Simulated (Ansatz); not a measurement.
**CH5FO2Ti: how energies converge with the basis set**

An exercise on one series of results from a longer session: the logs are not shown, and one member is left open.

Method: one geometry, several basis sets; program: Ansatz 0.2.0, Gaussian basis.

The runs, in order: PBE0-D4/def2-SVP; ωB97M-V/def2-SVP; PBE0-D4/def2-QZVPP; ωB97M-V/def2-QZVPP; the functionals' def2-TZVPP values are taken from earlier runs.

**The geometry**

The geometry comes from an earlier relaxation with PBE0-D4 in a triple-zeta def2 set; it is a stationary point, not always the lowest conformer.

10 atoms, charge 0, spin multiplicity 1.

Atoms are counted from 1 here; the program's logs count them from 0.

Bond lengths: C1–Ti2 2.059 Å, C1–H6 1.094 Å, C1–H7 1.094 Å, C1–H8 1.093 Å, Ti2–O3 1.786 Å, Ti2–O4 1.778 Å, Ti2–F5 1.766 Å, O3–H9 0.957 Å, O4–H10 0.956 Å. Angles: Ti2–C1–H6 109.0°, Ti2–C1–H7 109.4°, Ti2–C1–H8 110.1°, H6–C1–H7 109.6°, H6–C1–H8 109.4°, H7–C1–H8 109.4°, C1–Ti2–O3 105.5°, C1–Ti2–O4 105.5°, C1–Ti2–F5 105.8°, O3–Ti2–O4 113.1°, O3–Ti2–F5 112.4°, O4–Ti2–F5 113.8°, Ti2–O3–H9 136.3°, Ti2–O4–H10 144.0°.

Set-up of the first run:

in.yaml reads:

```yaml
crystal:
  periodic: [false, false, false]
  atoms:
    - {symbol: C, position_ang: [-1.346000, -0.108256, -0.562884]}
    - {symbol: Ti, position_ang: [0.436704, 0.347194, 0.361551]}
    - {symbol: O, position_ang: [0.538612, -0.751331, 1.766487]}
    - {symbol: O, position_ang: [1.695259, 0.038833, -0.856402]}
    - {symbol: F, position_ang: [0.309387, 2.042057, 0.841564]}
    - {symbol: H, position_ang: [-2.163219, 0.037204, 0.149573]}
    - {symbol: H, position_ang: [-1.488793, 0.551477, -1.423625]}
    - {symbol: H, position_ang: [-1.339137, -1.147941, -0.900367]}
    - {symbol: H, position_ang: [1.065492, -1.510684, 2.014860]}
    - {symbol: H, position_ang: [2.374897, 0.450146, -1.387855]}
basis:
  gaussian: {orbitals: def2-SVP}
hamiltonian: {xc: pbe0, dispersion: d4}
output: {orbitals: {seedname: orbitals}}
```

Steps of the session up to this table: PBE0-D4 in def2-SVP; ωB97M-V in def2-SVP; PBE0-D4 in def2-QZVPP; ωB97M-V in def2-QZVPP.

One table of the session follows, with a row left open; its other results are not shown here.

It belongs to the step «Functionals by basis». 

```
functional       basis  HOMO (eV)
   PBE0-D4    def2-SVP      -7.82
   PBE0-D4  def2-TZVPP      -7.93
   PBE0-D4  def2-QZVPP      -7.94
   ωB97M-V    def2-SVP     -10.14
   ωB97M-V  def2-TZVPP     -10.28
   ωB97M-V  def2-QZVPP          ?
```

Q: Estimate the row for ωB97M-V, def2-QZVPP from the others.

The run gave: HOMO (eV): -10.29. In the column «HOMO (eV)» it is the lowest.
